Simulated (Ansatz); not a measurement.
# C₃H₄F₂Ge: one species, many methods

The task here is to estimate one member of a computed series from the others.

The runs use Ansatz 0.2.0, Gaussian basis; functionals in def2-TZVPP, the program's frozen cores in correlated methods.

Plan: LDA (SPW92), PBE-D4, revPBE-D4, BLYP-D4, r2SCAN-D4, B97M-V, PBE0-D4, B3LYP-D4, r2SCANh-D4, r2SCAN0-D4, HSE06-D4, BHLYP-D4, CAM-B3LYP-D4, LC-ωPBE, ωB97X-V, ωB97M-V, B2PLYP, PBE-QIDH; CCSD(T)/def2-SVP; CCSD(T)/def2-TZVPP; MP2/def2-QZVPP; extrapolation to the limit; RPA on PBE.

## The relaxed structure

All runs share one geometry, relaxed beforehand with PBE0-D4 in a triple-zeta def2 set.

10 atoms, charge 0, spin multiplicity 1.

Atoms are counted from 1 here; the program's logs count them from 0.

Bond lengths: F1–C2 1.302 Å, C2–C3 1.289 Å, C2–C4 1.440 Å, C3–C4 1.506 Å, C3–H7 1.076 Å, C4–F5 1.402 Å, C4–Ge6 1.967 Å, Ge6–H8 1.537 Å, Ge6–H9 1.534 Å, Ge6–H10 1.535 Å. Angles: F1–C2–C3 148.5°, F1–C2–C4 144.8°, C3–C2–C4 66.7°, C2–C3–C4 61.5°, C2–C3–H7 154.1°, C4–C3–H7 144.5°, C2–C4–C3 51.8°, C2–C4–F5 116.5°, C2–C4–Ge6 128.2°, C3–C4–F5 116.0°, C3–C4–Ge6 125.7°, F5–C4–Ge6 108.5°, C4–Ge6–H8 107.7°, C4–Ge6–H9 110.0°, C4–Ge6–H10 109.0°, H8–Ge6–H9 110.2°, H8–Ge6–H10 110.0°, H9–Ge6–H10 109.9°.

Geometry (Å):

```mol
C3H4F2Ge
  3D, bonds by distance, orders not assigned

 10 10  0  0  0  0  0  0  0  0999 V2000
   -2.5246   -0.9909    0.2600 F   0  0
   -1.5381   -0.3254   -0.2680 C   0  0
   -0.9491    0.1092   -1.3284 C   0  0
   -0.3536    0.4439    0.0138 C   0  0
   -0.5515    1.7573    0.4629 F   0  0
    1.3796   -0.1932    0.6923 Ge  0  0
   -0.8359    0.2303   -2.3915 H   0  0
    1.5612   -1.6439    0.2192 H   0  0
    1.3997   -0.1289    2.2251 H   0  0
    2.4954    0.6904    0.1175 H   0  0
  1  2  8  0
  2  3  8  0
  3  4  8  0
  4  5  8  0
  4  6  8  0
  3  7  8  0
  6  8  8  0
  6  9  8  0
  6 10  8  0
  2  4  8  0
M  END
```

The first run:

in.yaml reads:

```yaml
crystal:
  periodic: [false, false, false]
  atoms:
    - {symbol: F, position_ang: [-2.524640, -0.990907, 0.260032]}
    - {symbol: C, position_ang: [-1.538072, -0.325400, -0.267965]}
    - {symbol: C, position_ang: [-0.949101, 0.109197, -1.328392]}
    - {symbol: C, position_ang: [-0.353594, 0.443884, 0.013817]}
    - {symbol: F, position_ang: [-0.551548, 1.757334, 0.462914]}
    - {symbol: Ge, position_ang: [1.379567, -0.193248, 0.692302]}
    - {symbol: H, position_ang: [-0.835924, 0.230339, -2.391471]}
    - {symbol: H, position_ang: [1.561185, -1.643895, 0.219208]}
    - {symbol: H, position_ang: [1.399744, -0.128923, 2.225064]}
    - {symbol: H, position_ang: [2.495383, 0.690418, 0.117491]}
basis:
  gaussian: {orbitals: def2-TZVPP}
hamiltonian: {xc: lda}
output: {orbitals: {seedname: orbitals}}
```

Steps of the session up to this table: LDA; PBE-D4 (GGA); revPBE-D4 (GGA); BLYP-D4 (GGA); r2SCAN-D4 (meta-GGA); B97M-V (meta-GGA); PBE0-D4 (hybrid); B3LYP-D4 (hybrid); r2SCANh-D4 (hybrid); r2SCAN0-D4 (hybrid); HSE06-D4 (hybrid); BHLYP-D4 (hybrid); CAM-B3LYP-D4 (range-separated); LC-ωPBE (range-separated); ωB97X-V (range-separated); ωB97M-V (range-separated); B2PLYP (double hybrid); PBE-QIDH (double hybrid).

One of the session's tables, all rows but one given; the rest of the session is left out.

It belongs to the step «Frontier levels by functional». 

```
  functional  HOMO (eV)  gap (eV)
 LDA (SPW92)      -6.96      5.42
      PBE-D4          ?         ?
   revPBE-D4      -6.67      5.55
     BLYP-D4      -6.62      5.50
   r2SCAN-D4      -6.97      5.99
      B97M-V      -7.03      6.12
     PBE0-D4      -7.96      7.76
    B3LYP-D4      -7.75      7.29
  r2SCANh-D4      -7.43      6.82
  r2SCAN0-D4      -8.11      8.06
    HSE06-D4      -7.56      6.97
    BHLYP-D4      -9.04      9.92
CAM-B3LYP-D4      -9.29     10.22
     LC-ωPBE     -10.60     12.77
     ωB97X-V     -10.23     12.30
     ωB97M-V     -10.11     12.03
```

**Question.** Estimate the row for PBE-D4.

As computed: HOMO (eV): -6.75; gap (eV): 5.51. In the column «HOMO (eV)» it lies between LDA (SPW92) (-6.96) and revPBE-D4 (-6.67).
